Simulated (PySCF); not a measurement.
# C6H3F: the cost of one run

Computed with PySCF 2.14.0, with density-fitted response routines of our own, on a single molecule in the gas phase. Atoms are numbered from 0 throughout.

## Step 1: The molecule as given

10 atoms, charge 0, multiplicity 1; geometry from: GFN2-xTB. The atoms were then displaced at random by about 0.01 Å, so the start is not that level's minimum.

Bonds of the start (Å): C0–C1 1.23, C1–C2 1.42, C2–C3 1.31, C3–F4 1.34, C3–C5 1.45, C5–C6 1.19, C0–H7 1.04, C2–H8 1.05, C6–H9 1.06.

## Step 2: Geometry optimisation at PBE0-D3(BJ)/def2-SVP

Job settings and geometry (Å):

```
{"job": {"xc": "PBE0", "basis": "def2-SVP", "d3": "d3bj", "grid": 1, "shake": 0.01, "kind": "geom"}, "charge": 0, "multiplicity": 1}
C      3.029240     0.266710     0.029730
C      1.846280     0.228830    -0.296920
C      0.479030     0.157840    -0.669030
C     -0.454910    -0.136100     0.194910
F     -0.226410    -0.394710     1.489240
C     -1.854650    -0.211770    -0.158220
C     -3.010980    -0.291880    -0.419960
H      4.035410     0.350110     0.293410
H      0.247550     0.359420    -1.674180
H     -4.040120    -0.349400    -0.662880
```

Launch:

```
> OMP_NUM_THREADS=1 python probes_run.py task.json out
```

One launch serves the whole session: the jobs run in the order shown.

Q: Estimate the wall time and peak memory of this first job on 1 thread of Arm Neoverse V2, shared host.

About 33 s, with a peak of 0.45 GiB.
